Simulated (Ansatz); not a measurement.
**LaTl: how the settings move a relaxation**

Question: which choices in the input matter for LaTl?

Method: reference: DFT, r2SCAN, PAW with Ansatz's default frozen-core files, scalar-relativistic; relaxation of cell and atoms, in Ansatz 0.2.0.

## 1. Starting point

It takes space group Pm-3m (No. 221, cubic). Conventional cell: a = 3.936 Å, b = 3.936 Å, c = 3.936 Å, α = 90.00°, β = 90.00°, γ = 90.00°. Around La (site symmetry m-3m) lie 8 Tl at 3.41 Å. Around Tl (site symmetry m-3m) lie 8 La at 3.41 Å.

As a file:

```
La Tl
1.0
     3.93600    0.00000    0.00000
     0.00000    3.93600    0.00000
     0.00000    0.00000    3.93600
La Tl
1 1
Direct
  0.00000 0.00000 0.00000
  0.50000 0.50000 0.50000
```

## 2. Baseline

input.yaml reads:

```yaml
crystal:
  lattice:
    - [3.936, 0.0, 0.0]
    - [0.0, 3.936, 0.0]
    - [0.0, 0.0, 3.936]
  atoms:
    - { symbol: La, position: [0.0, 0.0, 0.0] }
    - { symbol: Tl, position: [0.5, 0.5, 0.5] }
kpoints:
  mp_grid: { grid: [12, 12, 12] }
scf:
  occupations: { method: fermi_dirac, width: 0.05 }
hamiltonian:
  xc: r2scan
  pseudopotentials: { kind: paw }
relax:
  f_tol: 0.002
  max_steps: 80
  cell: {}
output:
  forces: true
  stress: true
```

Started as:

```
ansatz run input.yaml --threads 1 --pin off --max-ram 2560MiB --backend cpu --events-out ev --progress --plain --runs-dir out
```

## 3. Changing settings: occupations.method tetrahedron_uncorrected, dr2_threshold 1.0e-06, width left out

input.yaml, as its differences from that of step 2:

```diff
@@ -11,3 +11,4 @@
 scf:
-  occupations: { method: fermi_dirac, width: 0.05 }
+  occupations: { method: tetrahedron_uncorrected }
+  convergence: { dr2_threshold: 1.0e-06 }
 hamiltonian:
```

Before running it: what results should come out? Wanted: for each run, ending; energy change; pressure; gap; force.

As calculated:

| run | ending | energy change | pressure (GPa) | gap (eV) | force (eV/Å) | cycles | time |
| --- | --- | --- | --- | --- | --- | --- | --- |
| reference | converged | 0 | 0.0 | 0.00 | 0.00 | 23 | 43 s |
| 1: occupations.method tetrahedron_uncorrected, dr2_threshold 1.0e-06, width left out | converged | +8.0 meV/atom (σ→0) | 0.0 | 0.00 | 0.00 | 17 | 37 s |

Changing the smearing and convergence setting moves the energy by +8.0 meV/atom (σ→0 values). Cost: 17 SCF cycles against 23.
